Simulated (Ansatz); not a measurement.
# YTe: the cost of one run

Computed with Ansatz 0.2.0 (DFT PBEsol, scalar-relativistic, plane waves, PAW, unless a step's input says otherwise).

## 1. The starting structure

Symmetry: Pm-3m, No. 221, cubic system. Conventional cell: a = 3.655 Å, b = 3.655 Å, c = 3.655 Å, α = 90.00°, β = 90.00°, γ = 90.00°. Y (site symmetry m-3m) has 8 Te at 3.17 Å as nearest neighbours. Te (site symmetry m-3m) has 8 Y at 3.17 Å as nearest neighbours.

Structure file:

```
Y Te
1.0
     3.65482    0.00000    0.00000
     0.00000    3.65482    0.00000
     0.00000    0.00000    3.65482
Y Te
1 1
Direct
  0.00000 0.00000 0.00000
  0.50000 0.50000 0.50000
```

## 2. At the starting volume

Contents of input.yaml:

```yaml
crystal:
  lattice:
    - [3.6548235031, 0.0, 0.0]
    - [0.0, 3.6548235031, 0.0]
    - [0.0, 0.0, 3.6548235031]
  atoms:
    - { symbol: "Y", position: [0.0, 0.0, 0.0] }
    - { symbol: Te, position: [0.5, 0.5, 0.5] }
basis:
  ecutwfc: 420
  ecutrho_ratio: 4
kpoints:
  mp_grid: { grid: [8, 8, 8] }
hamiltonian:
  xc: pbesol
scf:
  occupations: { method: gaussian, width: 0.05 }
output:
  forces: true
  stress: true
  eigenvalues: true
```

**Question.** How long does this run take on 4 threads of an Arm CPU, shared host, and how much memory does it need?

About 1.1 s, with a peak of 0.34 GiB.
